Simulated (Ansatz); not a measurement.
Geometry optimisation, DFT PBEsol, scalar-relativistic, plane waves, PAW (Ansatz 0.2.0).

Input:

```yaml
crystal:
  lattice:
    - [8.1, 0.0, 0.0]
    - [0.0, 8.1, 0.0]
    - [0.0, 0.0, 8.1]
  atoms:
    - { symbol: Al, position: [0.5, 0.0, 0.0] }
    - { symbol: Al, position: [0.75, 0.25, 0.0] }
    - { symbol: Al, position: [0.75, 0.0, 0.25] }
    - { symbol: Al, position: [0.0, 0.0, 0.0] }
    - { symbol: Al, position: [0.25, 0.25, 0.0] }
    - { symbol: Al, position: [0.5, 0.5, 0.0] }
    - { symbol: Al, position: [0.75, 0.75, 0.0] }
    - { symbol: Al, position: [0.25, 0.0, 0.25] }
    - { symbol: Al, position: [0.5, 0.25, 0.25] }
    - { symbol: Al, position: [0.75, 0.5, 0.25] }
    - { symbol: Al, position: [0.5, 0.0, 0.5] }
    - { symbol: Al, position: [0.75, 0.25, 0.5] }
    - { symbol: Al, position: [0.75, 0.0, 0.75] }
    - { symbol: Al, position: [0.0, 0.5, 0.0] }
    - { symbol: Al, position: [0.25, 0.75, 0.0] }
    - { symbol: Al, position: [0.0, 0.25, 0.25] }
    - { symbol: Al, position: [0.25, 0.5, 0.25] }
    - { symbol: Al, position: [0.5, 0.75, 0.25] }
    - { symbol: Al, position: [0.0, 0.0, 0.5] }
    - { symbol: Al, position: [0.25, 0.25, 0.5] }
    - { symbol: Al, position: [0.5, 0.5, 0.5] }
    - { symbol: Al, position: [0.75, 0.75, 0.5] }
    - { symbol: Al, position: [0.25, 0.0, 0.75] }
    - { symbol: Al, position: [0.5, 0.25, 0.75] }
    - { symbol: Al, position: [0.75, 0.5, 0.75] }
    - { symbol: Al, position: [0.0, 0.75, 0.25] }
    - { symbol: Al, position: [0.0, 0.5, 0.5] }
    - { symbol: Al, position: [0.25, 0.75, 0.5] }
    - { symbol: Al, position: [0.0, 0.25, 0.75] }
    - { symbol: Al, position: [0.25, 0.5, 0.75] }
    - { symbol: Al, position: [0.5, 0.75, 0.75] }
    - { symbol: Al, position: [0.0, 0.75, 0.75] }
    - { symbol: H, position: [0.8733917, 0.8751003, 0.1245141] }
basis:
  ecutwfc: 420.0
kpoints:
  mp_grid: { grid: [3, 3, 3] }
hamiltonian:
  xc: pbesol
scf:
  occupations: { method: gaussian, width: 0.1 }
  lower_state_search: "off"
relax:
  f_tol: 0.03
  max_steps: 60
  adjacent_minimum: "off"
```

Run as:

```bash
$ ansatz run input.yaml --threads 4 --pin off --max-ram 10240MiB --backend cpu --events-out ev --progress --plain --runs-dir out
```

**Question.** Where does it end, and by what steps?

**Answer.** The run converged. The force dipped under the threshold on the way, but the program's further checks kept it going. Limits of this set-up: odd electron count without spin, a small cell, in which the defect meets its images. After 3 steps the energy has fallen by 0.307 eV; Al7 moved furthest, 0.13 Å.

```json
{"step": "0", "energy less start (eV)": "0.0000", "largest force component (eV/Å)": "0.755", "accepted": "yes"}
{"step": "1", "energy less start (eV)": "-0.2922", "largest force component (eV/Å)": "0.146", "accepted": "yes"}
{"step": "2", "energy less start (eV)": "-0.3073", "largest force component (eV/Å)": "0.017", "accepted": "yes"}
{"step": "3", "energy less start (eV)": "-0.3073", "largest force component (eV/Å)": "0.017", "accepted": "yes"}
```

```xyz
33
Lattice="8.1000 0.0000 0.0000 0.0000 8.1000 0.0000 0.0000 0.0000 8.1000" Properties=species:S:1:pos:R:3
Al 4.057 -0.005 0.005
Al 6.080 2.017 0.005
Al 6.001 0.075 2.100
Al 0.075 0.074 -0.074
Al 2.044 2.044 -0.004
Al 4.031 4.031 -0.004
Al 6.001 6.000 -0.075
Al 2.017 -0.005 2.020
Al 4.031 2.044 2.029
Al 6.080 4.058 2.020
Al 4.031 0.004 4.069
Al 6.071 2.044 4.069
Al 6.080 -0.005 6.082
Al -0.005 4.057 0.005
Al 2.017 6.080 0.005
Al -0.005 2.018 2.020
Al 2.044 4.031 2.029
Al 4.057 6.080 2.020
Al -0.005 -0.005 4.042
Al 2.023 2.023 4.048
Al 4.051 4.051 4.048
Al 6.080 6.080 4.042
Al 2.044 0.004 6.056
Al 4.051 2.024 6.076
Al 6.071 4.031 6.056
Al 0.075 6.001 2.099
Al 0.004 4.031 4.069
Al 2.044 6.071 4.069
Al 0.004 2.044 6.056
Al 2.023 4.052 6.076
Al 4.031 6.071 6.056
Al -0.005 6.080 6.082
H 7.081 7.088 1.010
```

Whether the end is a true minimum wasn't checked by a vibrational analysis.

The run took 18 s on 4 threads of Intel(R) Xeon(R) 6975P-C (Granite Rapids) (shared host), peak memory 1.4 GiB.
